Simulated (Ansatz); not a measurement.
**Cl₂FGeH₃Si: up Jacob's ladder to CCSD(T)**

How much do the methods differ for Cl₂FGeH₃Si? The plan is to run it at one geometry with functionals of several rungs and with coupled cluster. The yardstick is the atomisation energy at the CCSD(T) limit.

Program: Ansatz 0.2.0, Gaussian basis. Level of theory: functionals in def2-TZVPP, the program's frozen cores in correlated methods. These are calculated values, not measurements.

Plan: LDA (SPW92), PBE-D4, revPBE-D4, BLYP-D4, r2SCAN-D4, B97M-V, PBE0-D4, B3LYP-D4, r2SCANh-D4, r2SCAN0-D4, HSE06-D4, BHLYP-D4, CAM-B3LYP-D4, LC-ωPBE, ωB97X-V, ωB97M-V, B2PLYP, PBE-QIDH; CCSD(T)/def2-SVP; CCSD(T)/def2-TZVPP; MP2/def2-QZVPP; extrapolation to the limit; RPA on PBE.

## (1) The relaxed structure

All runs share one geometry, relaxed beforehand with PBE0-D4 in a triple-zeta def2 set.

SMILES `F[SiH](Cl)[GeH2][Cl]`, 8 atoms, charge 0, spin multiplicity 1.

Atoms are counted from 1 here; the program's logs count them from 0.

Bond lengths: F1–Si2 1.592 Å, Si2–Cl3 2.037 Å, Si2–Ge4 2.387 Å, Si2–H6 1.481 Å, Ge4–Cl5 2.157 Å, Ge4–H7 1.536 Å, Ge4–H8 1.536 Å. Angles: F1–Si2–Cl3 108.8°, F1–Si2–Ge4 108.9°, F1–Si2–H6 107.8°, Cl3–Si2–Ge4 108.8°, Cl3–Si2–H6 108.3°, Ge4–Si2–H6 114.2°, Si2–Ge4–Cl5 106.3°, Si2–Ge4–H7 113.3°, Si2–Ge4–H8 112.1°, Cl5–Ge4–H7 107.1°, Cl5–Ge4–H8 107.1°, H7–Ge4–H8 110.5°.

## (2) LDA

This LDA is Slater exchange with PW92 correlation.

File in.yaml:

```yaml
crystal:
  periodic: [false, false, false]
  atoms:
    - {symbol: F, position_ang: [-1.434927, -0.834524, -1.543025]}
    - {symbol: Si, position_ang: [-1.154837, 0.106399, -0.289512]}
    - {symbol: Cl, position_ang: [-1.290870, 2.049621, -0.883789]}
    - {symbol: Ge, position_ang: [1.058872, -0.303807, 0.504752]}
    - {symbol: Cl, position_ang: [2.391601, 0.322448, -1.071776]}
    - {symbol: H, position_ang: [-2.215106, -0.148670, 0.712321]}
    - {symbol: H, position_ang: [1.343337, -1.789108, 0.772517]}
    - {symbol: H, position_ang: [1.394031, 0.540641, 1.742812]}
basis:
  gaussian: {orbitals: def2-TZVPP}
hamiltonian: {xc: lda}
output: {orbitals: {seedname: orbitals}}
```

After this run come: PBE-D4 (GGA); revPBE-D4 (GGA); BLYP-D4 (GGA); r2SCAN-D4 (meta-GGA); B97M-V (meta-GGA); PBE0-D4 (hybrid); B3LYP-D4 (hybrid); r2SCANh-D4 (hybrid); r2SCAN0-D4 (hybrid); HSE06-D4 (hybrid); BHLYP-D4 (hybrid); CAM-B3LYP-D4 (range-separated); LC-ωPBE-D4 (range-separated); ωB97X-V (range-separated); ωB97M-V (range-separated); B2PLYP (double hybrid); PBE-QIDH (double hybrid); CCSD(T) in def2-SVP; CCSD(T) in def2-TZVPP; MP2 in def2-QZVPP; RPA on PBE orbitals.

Q: Predict the results of all the runs planned. Wanted: atomisation energy, CCSD(T)/CBS; farthest beyond LDA; mean size of error, GGA; mean size of error, meta-GGA; mean size of error, hybrid; mean size of error, range-separated; mean size of error, double hybrid; gap, smallest and largest; T1 diagnostic.

As calculated:

```
                               quantity                                            value
        atomisation energy, CCSD(T)/CBS                                    2493.3 kJ/mol
 functionals within 24.9 kJ/mol (1.0 %)  PBE-D4, r2SCAN-D4, r2SCANh-D4, ωB97X-V, ωB97M-V
                    farthest beyond LDA                          BHLYP-D4 (-94.5 kJ/mol)
                mean size of error, GGA                                      48.4 kJ/mol
           mean size of error, meta-GGA                                      13.4 kJ/mol
             mean size of error, hybrid                                      45.8 kJ/mol
    mean size of error, range-separated                                      26.4 kJ/mol
      mean size of error, double hybrid                                      47.4 kJ/mol
              gap, smallest and largest        4.87 eV (LDA (SPW92)), 11.90 eV (LC-ωPBE)
                          T1 diagnostic                                           0.0109
triples share of the correlation energy                                            3.6 %
```

The LDA atomisation energy is off by 323.4 kJ/mol (13 %): it overbinds. PBE-D4 is off by -8.8 kJ/mol. Double hybrids carry the basis error of their MP2 part in triple zeta, and no dispersion term here, so their miss is partly the set-up's. Taken by rung, meta-GGA functionals do best (13.4 kJ/mol on average) and GGA ones worst beyond LDA (48.4 kJ/mol). The reference freezes the cores and leaves out relativity and excitations past (T), and its outer-core shells are covered unevenly, so misses under about 24.9 kJ/mol can't be ranked. Hartree-Fock recovers 74 % of the binding; the rest is correlation. CCSD(T) in def2-SVP is off by -236.7 kJ/mol, more than most functionals: a good method in a small basis is no reference. The gap grows from 4.9 to 11.9 eV across the functionals, mostly with the share of exact exchange. Correlated methods include outer-core shells of Ge, which these sets cover unevenly.
